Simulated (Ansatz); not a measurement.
## CH3NO2Si, SMILES N=C1O[SiH]1O: harmonic frequencies at the relaxed geometry, step by step

With Ansatz 0.2.0, Python API.

Input file `ch3no2si.xyz`:
```text
8

N    -0.44670    1.99190    0.52240
C    -0.06300    0.88750    0.19800
O     0.17180   -0.15200    0.94670
Si    0.58260   -0.42100   -0.73180
O    -0.45870   -1.70570   -1.18730
H    -0.62340    2.07380    1.52870
H     1.97590   -0.76480   -0.84240
H    -1.04630   -1.96690   -0.49000
```

Typed at the interpreter:
```pycon
>>> import ansatz as az
>>> import numpy as np
>>> system = az.Crystal.molecule_from_extxyz("ch3no2si.xyz")
>>> calc = (
...     system.calculation()
...     .basis(gaussian="def2-SVP")
...     .functional("hf")
... )
>>> symbols = [site.symbol for site in system.cartesian_sites]
>>> start = np.array([site.position_ang for site in system.cartesian_sites], dtype=float)
>>> r = calc.relax(force_tolerance=0.003, max_steps=100).run(threads=1, pin="off").report

>>> end = np.array(r["positions_ang"])
>>> print("final positions (A) and the move of each atom")
final positions (A) and the move of each atom
>>> for symbol, xyz, old in zip(symbols, end, start):
...     print(f"{symbol:2s} {xyz[0]:10.5f} {xyz[1]:10.5f} {xyz[2]:10.5f}   {np.linalg.norm(xyz - old):7.4f}")
...
N    -0.57068    2.00837    0.50357    0.1265
C    -0.06781    0.90862    0.25226    0.0584
O     0.39511   -0.08883    1.09621    0.2761
Si    0.58215   -0.58998   -0.49263    0.2928
O    -0.31651   -1.81373   -1.05151    0.2243
H    -0.62301    2.16536    1.50214    0.0953
H     1.92752   -0.74581   -1.02343    0.1883
H    -1.23457   -1.90120   -0.84232    0.4048
>>> # frequencies need a stationary point, so they are taken at the relaxed geometry
>>> minimum = az.Crystal.molecule()
>>> for symbol, xyz in zip(symbols, end):
...     minimum = minimum.atom(symbol, xyz.tolist())
...
>>> vibrating = minimum.calculation().basis(gaussian="def2-SVP").functional("hf").phonons(temperatures=(100, 500, 100))
>>> vib = vibrating.run(threads=1, pin="off").report["vibrations"]
>>> sums = vib["harmonic_sums"]
>>> modes = [m["omega_inv_cm"] for m in sums["modes_at_gamma"] if m["rigid_motion"] == "no"]
>>> for number, w in enumerate(modes, start=1):
...     print(f"mode {number:2d} {w:9.1f} 1/cm {w / 8065.544 * 1000:8.2f} meV")
...
mode  1     173.8 1/cm    21.55 meV
mode  2     282.1 1/cm    34.98 meV
mode  3     395.5 1/cm    49.03 meV
mode  4     434.4 1/cm    53.86 meV
mode  5     490.2 1/cm    60.78 meV
mode  6     671.9 1/cm    83.31 meV
mode  7     743.9 1/cm    92.24 meV
mode  8     784.0 1/cm    97.20 meV
mode  9     836.5 1/cm   103.71 meV
mode 10     955.1 1/cm   118.42 meV
mode 11     978.1 1/cm   121.27 meV
mode 12    1023.3 1/cm   126.87 meV
mode 13    1119.4 1/cm   138.79 meV
mode 14    1321.5 1/cm   163.84 meV
mode 15    1998.8 1/cm   247.82 meV
mode 16    2484.4 1/cm   308.03 meV
mode 17    3698.2 1/cm   458.52 meV
mode 18    4193.7 1/cm   519.95 meV
>>> print("imaginary modes:", sum(w < 0 for w in modes), " zero-point energy:", round(sums["zero_point_energy_ev"], 4), "eV")
imaginary modes: 0  zero-point energy: 1.4001 eV
>>> print("T (K)   F_vib (eV)   S_vib (meV/K)   C_vib (meV/K)")
T (K)   F_vib (eV)   S_vib (meV/K)   C_vib (meV/K)
>>> for row in zip(sums["temperatures_k"], sums["vibrational_free_energy_ev"], vib["entropy_ev_per_k"], vib["heat_capacity_ev_per_k"]):
...     print(f"{row[0]:6.1f} {row[1]:11.4f} {1000 * row[2]:13.4f} {1000 * row[3]:15.4f}")
...
 100.0      1.3991        0.0381          0.0985
 200.0      1.3891        0.1715          0.3161
 300.0      1.3636        0.3417          0.5340
 400.0      1.3205        0.5208          0.7118
 500.0      1.2597        0.6948          0.8458
```

The frequencies are harmonic and unscaled, in a modest basis. The result belongs to the one conformer reached from this start, and soft torsions count as harmonic oscillators. Run time: 80 s on 1 thread of Arm Neoverse V1, on a shared host, peak memory 0.24 GiB.

(Lines on the test bed's own set-up are left out of the output.)
